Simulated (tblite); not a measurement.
# C5H11NSSi: the cost of one run

Programs: tblite 0.8.0 and PySCF 2.14.0, with density-fitted response routines of our own. Each step states its level of theory. These are calculated values for one molecule in the gas phase, unless marked as measured. Atoms count from 0, in the outputs and in this text.

### Step 1. The molecule as given

19 atoms, charge 0, multiplicity 1; geometry from: force field or distance geometry start.

Bonds of the start (Å): C0–N1 1.47, N1–C2 1.44, C2–C3 1.51, C3–C4 1.33, C4–S5 1.79, S5–C6 1.81, C6–Si7 1.86, Si7–C2 1.88, C0–H8 1.10, C0–H9 1.13, C0–H10 1.10, N1–H11 1.05, C2–H12 1.10, C3–H13 1.08, C4–H14 1.10, C6–H15 1.12, C6–H16 1.12, Si7–H17 1.48, Si7–H18 1.45.

### Step 2. Geometry optimisation with GFN2-xTB

The job: settings as JSON, then the geometry in Å.

```
{"job": {"kind": "relax", "xc": "GFN2-xTB", "basis": "xTB"}, "charge": 0, "multiplicity": 1}
C     -2.288500    -0.808000    -0.076300
N     -1.508200    -0.153800    -1.135500
C     -0.255900     0.360100    -0.630600
C     -0.452000     1.406500     0.434700
C      0.659400     1.972200     0.892800
S      2.285200     1.573500     0.266500
C      2.568100    -0.207100     0.089200
Si     0.883400    -0.991400     0.004400
H     -1.735900    -1.650900     0.368300
H     -3.175100    -1.274300    -0.598400
H     -2.632900    -0.043200     0.642700
H     -1.327200    -0.911500    -1.842200
H      0.281600     0.847400    -1.461000
H     -1.435300     1.649700     0.823500
H      0.531100     2.736000     1.670100
H      3.182600    -0.626600     0.921100
H      3.047300    -0.351600    -0.908700
H      0.522400    -1.363600     1.395200
H      0.840300    -2.154200    -0.863400
```

Started as:

```console
$ OMP_NUM_THREADS=1 python probes_run.py task.json out
```

One launch serves the whole session: the jobs run in the order shown.

**Question.** How long does this first job take on 1 thread of Intel Xeon Platinum 8375C at 2.90GHz, shared host?

About 1.3 s.
